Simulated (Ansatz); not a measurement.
# AsGeH: the cost of one run

The runs use Ansatz 0.2.0, Gaussian basis; cc-pVTZ, core rule «outside noble gas», up to 28 orbitals frozen.

The runs, in order: UHF; CCSD(T) on ROHF; CCSD(T) on UHF; BCCD(T) on ROHF; CCSDT(Q) on ROHF; CCSDT(Q) on UHF; CASSCF and MRCISD+Q, 9 electrons in 9 orbitals; CASSCF and NEVPT2, 9 electrons in 9 orbitals.

6 further runs of the same task are left out: 6 set aside as unsound or not needed. Runs told in other sessions of the task aren't counted.

## (1) What is computed

The geometry is a PBE0/def2-TZVP stationary point (not a proven minimum) of the parent state, kept for this charge and spin. No spin-orbit coupling is included. The filled d shell of Ge, As may be among the frozen orbitals whatever the setting's name suggests.

3 atoms, charge 1, spin multiplicity 2.

Atoms are counted from 1 here; the program's logs count them from 0.

Bond lengths: Ge1–As2 2.430 Å, Ge1–H3 1.598 Å. Angles: As2–Ge1–H3 91.8°.

## (2) UHF

Input file in.yaml:

```yaml
crystal:
  periodic: [false, false, false]
  atoms:
    - {symbol: Ge, position_ang: [0.000000, -0.036838, 1.224603]}
    - {symbol: As, position_ang: [0.000000, 0.014742, -1.204908]}
    - {symbol: H, position_ang: [0.000000, 1.559010, 1.308135]}
basis:
  gaussian: {orbitals: cc-pVTZ}
total_charge: 1
magnetization: {spin_polarized: true, initial_magnetization: 1}
hamiltonian: {xc: hf}
output: {orbitals: {seedname: orbitals}}
```

Launch:

```bash
$ ansatz run in.yaml --threads 1 --pin off --events-out ev --progress --plain --max-ram 3968MiB --backend cpu
```

Q: Estimate wall time and peak memory on 1 thread of AMD EPYC 7R13, shared host.

About 20 s, with a peak of 0.26 GiB.
